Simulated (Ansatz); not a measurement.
Run this with Ansatz's Python interface and show what comes out.

The script, `run_adiabatic.py`:
```python
# -*- coding: utf-8 -*-
"""Vertical and adiabatic ionisation of BClH2Te."""

import itertools

import ansatz as az
from ase.data import atomic_numbers, covalent_radii
import numpy as np

BASIS = "def2-SVP"
FUNCTIONAL = "r2SCAN"
NET_CHARGE = 1

molecule = (
    az.Crystal.molecule()
    .atom("Cl", (-1.1557, -1.2494, 1.3103))
    .atom("B", (-0.5249, -0.4181, -0.2211))
    .atom("Te", (1.5949, 0.0978, -0.3428))
    .atom("H", (-1.161, -0.151, -1.13))
    .atom("H", (1.2965, 1.6471, 0.3422))
)

job = (
    molecule.calculation()
    .basis(gaussian=BASIS)
    .functional(FUNCTIONAL)
)
symbols = [site.symbol for site in molecule.cartesian_sites]
start = np.array([site.position_ang for site in molecule.cartesian_sites], dtype=float)
rep = job.relax(force_tolerance=0.01, max_steps=100).run(threads=1).report
end = np.array(rep["positions_ang"])

minimum = az.Crystal.molecule()
for symbol, place in zip(symbols, end):
    minimum = minimum.atom(symbol, place.tolist())
ion = minimum.calculation()
ion = ion.basis(gaussian=BASIS)
ion = ion.functional(FUNCTIONAL)
ion = ion.charge(NET_CHARGE)
ion = ion.spin("collinear", total=1)
vertical = ion.run(threads=1).report
settled = ion.relax(force_tolerance=0.01, max_steps=80).run(threads=1).report
print(f"vertical ionisation energy   {vertical['free_energy_ev'] - rep['free_energy_ev']:.3f} eV")
print(f"adiabatic, no zero point     {settled['free_energy_ev'] - rep['free_energy_ev']:.3f} eV")
print(f"relaxation energy of the ion {vertical['free_energy_ev'] - settled['free_energy_ev']:.3f} eV")
ionised = np.array(settled["positions_ang"])
# pairs closer than 1.2 times the sum of covalent radii, before or after
radius = [covalent_radii[atomic_numbers[s]] for s in symbols]
span = lambda where, i, j: np.linalg.norm(where[i] - where[j])
bonded = [(i, j) for i, j in itertools.combinations(range(len(symbols)), 2) if min(span(end, i, j), span(ionised, i, j)) < 1.2 * (radius[i] + radius[j])]
print("pair        before    after (A)")
for i, j in bonded:
    print(f"{symbols[i]}{i}-{symbols[j]}{j}".ljust(10), f"{span(end, i, j):8.4f} {span(ionised, i, j):8.4f}")
```

```console
$ python run_adiabatic.py
vertical ionisation energy   9.209 eV
adiabatic, no zero point     9.040 eV
relaxation energy of the ion 0.169 eV
pair        before    after (A)
Cl0-B1       1.7500   1.6924
B1-Te2       2.1368   2.3040
B1-H3        1.2029   1.1952
Te2-H4       1.6673   1.6731
```

Notes:
- These settings explore the input space; basis and method may be short of convergence.
- The energies are electronic: no zero-point or thermal terms, and the basis set is short of its limit. The product may relax into another structure. Each relaxation finds its nearest minimum, which needn't be the lowest.
- def2 sets replace the cores of elements past krypton by effective core potentials.
- Finished in 2.2 min on 1 thread of Arm Neoverse V1, with other jobs on the host, peak memory 0.27 GiB.
